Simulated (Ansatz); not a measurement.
# C₃H₂F₄, SMILES FCC(F)=C(F)F: a geometry optimisation

With Ansatz 0.2.0 through its Python package.

The cells in order, each with its output:

```python
import ansatz as az
import numpy as np
from rdkit import Chem
from rdkit.Chem import AllChem

# a force-field geometry from the SMILES
rd = Chem.AddHs(Chem.MolFromSmiles('FCC(F)=C(F)F'))
AllChem.EmbedMolecule(rd, randomSeed=736)
AllChem.UFFOptimizeMolecule(rd)
mol = az.Crystal.molecule()
for atom, xyz in zip(rd.GetAtoms(), rd.GetConformer().GetPositions()):
    mol = mol.atom(atom.GetSymbol(), xyz.round(5).tolist())
```

```python
model = (
    mol.calculation()
    .basis(gaussian='6-31G*')
    .functional('pbe', dispersion='d4')
)
symbols = [site.symbol for site in mol.cartesian_sites]
start = np.array([site.position_ang for site in mol.cartesian_sites], dtype=float)
def progress(event):
    if event['event'] == 'relax_step':
        row = event['data']
        print(f'step {row["step"]:3d}  E = {row["lagrangian_ev"]:.6f} eV  max force {row["allowed_force_max_ev_ang"]:.4f} eV/A')
```

```python
summary = model.relax(force_tolerance=0.01).session().plan().execute(on_event=progress).report
end = np.array(summary['positions_ang'])
```

    step   1  E = -13994.937700 eV  max force 1.0489 eV/A
    step   2  E = -13995.043844 eV  max force 0.6151 eV/A
    step   3  E = -13995.081171 eV  max force 0.2333 eV/A
    step   4  E = -13995.091188 eV  max force 0.1468 eV/A
    step   5  E = -13995.114522 eV  max force 0.2185 eV/A
    step   6  E = -13995.075988 eV  max force 1.2124 eV/A
    step   7  E = -13995.129605 eV  max force 0.0829 eV/A
    step   8  E = -13995.137528 eV  max force 0.1671 eV/A
    step   9  E = -13995.140306 eV  max force 0.2462 eV/A
    step  10  E = -13995.144083 eV  max force 0.0537 eV/A
    step  11  E = -13995.144089 eV  max force 0.0535 eV/A
    step  12  E = -13995.143247 eV  max force 0.0948 eV/A
    step  13  E = -13995.144449 eV  max force 0.0108 eV/A
    step  14  E = -13995.144463 eV  max force 0.0112 eV/A
    step  15  E = -13995.144472 eV  max force 0.0024 eV/A

```python
print('reference energy %16.6f eV' % summary['reference_energy_ev'])
print('total energy     %16.6f eV' % summary['free_energy_ev'])
print('occupied (up, down):', summary['n_occupied'], ' virtual:', summary['n_virtual'], ' frozen:', summary['n_frozen'])
```

    reference energy    -13994.988572 eV
    total energy        -13995.144488 eV
    occupied (up, down): [28, 28]  virtual: [81, 81]  frozen: 0

```python
print('bond        before    after (A)')
for i, j in [(0, 1), (1, 2), (1, 7), (1, 8), (2, 3), (2, 4), (4, 5), (4, 6)]:
    d0, d1 = (np.linalg.norm(xyz[i] - xyz[j]) for xyz in (start, end))
    print(f'{symbols[i]}{i}-{symbols[j]}{j}'.ljust(10), f'{d0:8.4f} {d1:8.4f}')
```

    bond        before    after (A)
    F0-C1        1.3831   1.4011
    C1-C2        1.5001   1.4845
    C1-H7        1.1101   1.1060
    C1-H8        1.1106   1.1037
    C2-F3        1.3599   1.3572
    C2-C4        1.3385   1.3444
    C4-F5        1.3587   1.3268
    C4-F6        1.3600   1.3329

```python
charges = summary['charge_distribution']
dipole = np.array(charges['dipole_moment_e_ang']) * 4.803205
print('dipole (D): {:.3f} {:.3f} {:.3f}, length {:.3f}'.format(*dipole, np.linalg.norm(dipole)))
print('atom  Mulliken   Lowdin')
for symbol, m, l in zip(symbols, charges['mulliken_charges_e'], charges['lowdin_charges_e']):
    print(f'{symbol:4s} {m:9.3f} {l:8.3f}')
```

    dipole (D): 0.614 0.503 -1.415, length 1.623
    atom  Mulliken   Lowdin
    F       -0.270   -0.055
    C       -0.081   -0.122
    C        0.226   -0.192
    F       -0.245    0.066
    C        0.436   -0.153
    F       -0.194    0.112
    F       -0.202    0.099
    H        0.165    0.123
    H        0.165    0.122

Caveats:
- Total energies depend on the basis set; only differences at equal settings carry meaning.
- The end point is the stationary point reached from this start; no frequency run checks that it is a minimum, and the basis set is modest.
- The Löwdin charges here are taken after orthogonalising the functions within each atom; they differ from plain Löwdin charges, and their signs can be unphysical.
- Total less reference energy is the dispersion correction.
- Hardware and time: 49 s on 1 thread of Arm Neoverse V2, on a shared host, peak memory 0.32 GiB.

(Lines on the test bed's own set-up are left out of the output.)
